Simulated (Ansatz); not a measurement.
# AlClH₂O₂: a ladder of functionals and wavefunction methods

One table from this session's results is given with a row withheld; the runs are named, their logs left out.

The runs use Ansatz 0.2.0, Gaussian basis; functionals in def2-TZVPP, the program's frozen cores in correlated methods.

Plan: LDA (SPW92), PBE-D4, revPBE-D4, BLYP-D4, r2SCAN-D4, B97M-V, PBE0-D4, B3LYP-D4, r2SCANh-D4, r2SCAN0-D4, HSE06-D4, BHLYP-D4, CAM-B3LYP-D4, LC-ωPBE, ωB97X-V, ωB97M-V, B2PLYP, PBE-QIDH; CCSD(T)/def2-SVP; CCSD(T)/def2-TZVPP; CCSD(T)/def2-QZVPP; extrapolation to the limit; RPA on PBE.

## The relaxed structure

The geometry comes from an earlier relaxation with PBE0-D4 in a triple-zeta def2 set; it is a stationary point.

6 atoms, charge 0, spin multiplicity 1.

Atoms are counted from 1 here; the program's logs count them from 0.

Bond lengths: O1–Al2 1.680 Å, O1–H5 0.955 Å, Al2–O3 1.680 Å, Al2–Cl4 2.092 Å, O3–H6 0.955 Å. Angles: Al2–O1–H5 122.5°, O1–Al2–O3 118.2°, O1–Al2–Cl4 120.9°, O3–Al2–Cl4 120.9°, Al2–O3–H6 122.5°.

Geometry (Å):

```mol
AlClH2O2
  3D, bonds by distance, orders not assigned

  6  5  0  0  0  0  0  0  0  0999 V2000
   -0.1583    1.3880   -0.8452 O   0  0
   -0.0397   -0.0762   -0.0302 Al  0  0
    1.0497   -0.1910    1.2435 O   0  0
   -1.2190   -1.7128   -0.5852 Cl  0  0
   -0.7571    1.5215   -1.5777 H   0  0
    1.1665   -0.9935    1.7488 H   0  0
  1  2  8  0
  2  3  8  0
  2  4  8  0
  1  5  8  0
  3  6  8  0
M  END
```

The first run:

Input file in.yaml:

```yaml
crystal:
  periodic: [false, false, false]
  atoms:
    - {symbol: O, position_ang: [-0.158318, 1.388036, -0.845207]}
    - {symbol: Al, position_ang: [-0.039705, -0.076197, -0.030219]}
    - {symbol: O, position_ang: [1.049745, -0.191005, 1.243461]}
    - {symbol: Cl, position_ang: [-1.218983, -1.712775, -0.585248]}
    - {symbol: H, position_ang: [-0.757131, 1.521497, -1.577669]}
    - {symbol: H, position_ang: [1.166494, -0.993456, 1.748782]}
basis:
  gaussian: {orbitals: def2-TZVPP}
hamiltonian: {xc: lda}
output: {orbitals: {seedname: orbitals}}
```

Command:

```console
> ansatz run in.yaml --threads 2 --pin off --events-out ev --progress --plain --max-ram 32768MiB --backend cpu
```

Steps of the session up to this table: LDA; PBE-D4 (GGA); revPBE-D4 (GGA); BLYP-D4 (GGA); r2SCAN-D4 (meta-GGA); B97M-V (meta-GGA); PBE0-D4 (hybrid); B3LYP-D4 (hybrid); r2SCANh-D4 (hybrid); r2SCAN0-D4 (hybrid); HSE06-D4 (hybrid); BHLYP-D4 (hybrid); CAM-B3LYP-D4 (range-separated); LC-ωPBE (range-separated); ωB97X-V (range-separated); ωB97M-V (range-separated); B2PLYP (double hybrid); PBE-QIDH (double hybrid).

One of the session's tables, all rows but one given; the rest of the session is left out.

It belongs to the step «Frontier levels by functional». 

| functional | HOMO (eV) | gap (eV) |
| --- | --- | --- |
| LDA (SPW92) | -7.85 | 6.02 |
| PBE-D4 | -7.66 | 6.10 |
| revPBE-D4 | -7.59 | 6.16 |
| BLYP-D4 | -7.52 | 5.97 |
| r2SCAN-D4 | -8.05 | 6.99 |
| B97M-V | ? | ? |
| PBE0-D4 | -9.21 | 8.50 |
| B3LYP-D4 | -8.92 | 7.88 |
| r2SCANh-D4 | -8.62 | 7.83 |
| r2SCAN0-D4 | -9.47 | 9.06 |
| HSE06-D4 | -8.80 | 7.72 |
| BHLYP-D4 | -10.58 | 10.59 |
| CAM-B3LYP-D4 | -10.62 | 10.76 |
| LC-ωPBE | -12.07 | 13.54 |
| ωB97X-V | -11.67 | 12.92 |
| ωB97M-V | -11.52 | 12.43 |

Q: Estimate the row for B97M-V from the others.

As computed: HOMO (eV): -8.08; gap (eV): 6.73. In the column «HOMO (eV)» it lies between r2SCANh-D4 (-8.62) and r2SCAN-D4 (-8.05).
